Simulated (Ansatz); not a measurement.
## KRuO3 and its elements: a formation energy from the elements

Program: Ansatz's Python interface.

Contents of `kruo3_kruo3.vasp`:
```text
KRuO3
1.0
   3.93927700    0.00000000    0.00000000
   0.00000000    3.93927700    0.00000000
   0.00000000    0.00000000    3.93927700
K Ru O
1 1 3
Direct
   0.50000000    0.50000000    0.50000000
   0.00000000    0.00000000    0.00000000
   0.00000000    0.00000000    0.50000000
   0.00000000    0.50000000    0.00000000
   0.50000000    0.00000000    0.00000000
```

Input file `kruo3_k.extxyz`:
```text
1
Lattice="-2.6125 2.6125 2.6125 2.6125 -2.6125 2.6125 2.6125 2.6125 -2.6125" Properties=species:S:1:pos:R:3 pbc="T T T"
K     0.00000000    0.00000000    0.00000000
```

`kruo3_ru.extxyz`
```text
2
Lattice="2.7058 0.0 0.0 -1.3529 2.34329154 0.0 0.0 0.0 4.2819" Properties=species:S:1:pos:R:3 pbc="T T T"
Ru   -0.00000000    1.56219436    1.07047500
Ru    1.35290000    0.78109718    3.21142500
```

The script reads `kruo3_o2.extxyz`:
```text
2
Lattice="9.0 0.0 0.0 0.0 9.5 0.0 0.0 0.0 10.0" Properties=species:S:1:pos:R:3:initial_magmoms:R:1 pbc="T T T"
O     4.50000000    4.75000000    4.38500000  1.00
O     4.50000000    4.75000000    5.61500000  1.00
```

Script `formation_kruo3.py`:
```python
# -*- coding: utf-8 -*-
"""Is KRuO3 bound against its elements, after relaxing atoms and volume at fixed cell shape."""

from collections import Counter
import warnings

import ansatz as az
from ase.io import read
import numpy as np

POLARISED = {"KRuO3", "O2"}

GASES = {"O2"}


def solve(name, crystal):
    calc = (
        crystal.calculation()
        .functional("r2SCAN")
        .basis(550)
        .kpoints(spacing=0.14)
        .occupations("fermi_dirac", width=0.02)
        .stress()
    )
    if name in POLARISED:
        calc = calc.spin("collinear")
    if name in GASES:
        return calc.kpoints(1, 1, 1).relax(force_tolerance=0.02).run(threads=1, backend="cpu")
    calc = calc.relax(force_tolerance=0.02, fix_cell=["shape"])
    return calc.run(threads=1, backend="cpu")


def counts(outcome):
    return Counter(site.symbol for site in outcome.lattice.sites)

def formation_energy(outcome, mu):
    n = counts(outcome)
    return (outcome.report["energy_sigma0_ev"] - sum(k * mu[element] for element, k in n.items())) / sum(n.values())


def volume_per_atom(outcome):
    return abs(np.linalg.det(outcome.lattice.cell_ang)) / len(outcome.lattice.sites)

warnings.simplefilter("ignore", az.DeckWarning)

phases = {}
atoms = read("kruo3_kruo3.vasp", format="vasp")
kruo3 = az.Crystal.from_ase(atoms).moments(Ru=1.0)
phases["KRuO3"] = kruo3
k = az.Crystal.from_extxyz("kruo3_k.extxyz")
phases["K"] = k
ru = az.Crystal.from_extxyz("kruo3_ru.extxyz")
phases["Ru"] = ru
o2 = az.Crystal.from_extxyz("kruo3_o2.extxyz")
phases["O2"] = o2

done = {name: solve(name, crystal) for name, crystal in phases.items()}

# energy of one atom in its reference phase
references = {"K": "K", "Ru": "Ru", "O": "O2"}
mu = {element: done[name].report["energy_sigma0_ev"] / len(done[name].lattice.sites) for element, name in references.items()}

target = done["KRuO3"]
heat = formation_energy(target, mu)
rows = [(name, len(o.lattice.sites), volume_per_atom(o), formation_energy(o, mu)) for name, o in done.items()]
print("     phase       atoms  V (A^3/atom)  E_form (eV/atom)")
for row in rows:
    print(f"{str(row[0]):>10}  {row[1]:10d}  {row[2]:12.3f}  {row[3]:16.4f}")
# no correction for the overbinding of the gas molecule is applied
```

```console
$ python formation_kruo3.py
     phase       atoms  V (A^3/atom)  E_form (eV/atom)
     KRuO3           5        11.728           -1.3216
         K           1        76.029            0.0000
        Ru           2        13.491            0.0000
        O2           2       427.500            0.0000
```

What to keep in mind:
- The magnetic order follows from the starting moments and needn't be the lowest.
- For the metals among these phases the mesh is modest: differences between phases can be off by up to 40 meV an atom.
- The program warned that this SCF threshold is loose for forces or stresses.
- Atoms and volume are relaxed with the cell's shape held, which in cells of lower than cubic symmetry can hide stresses and shift volumes.
- r2SCAN tends to overestimate the moments of itinerant magnets.
- The cells come from databases of deposited and of computed structures, and not all need be stable phases.
- The compound is the structure given, not necessarily its lowest; energies are at zero temperature, with no correction for gases. Magnetic phases start from parallel moments and may not end in their lowest magnetic state. A semilocal functional's error on such energies is often 0.05 to 0.1 eV an atom, and 0.1 to 0.3 eV against gases such as O2 or F2.
- The script silences the warnings on its input, which a real study should read.
- Finished in 15 min on 1 thread of Arm Neoverse V2, with other jobs on the host, peak memory 2.7 GiB.
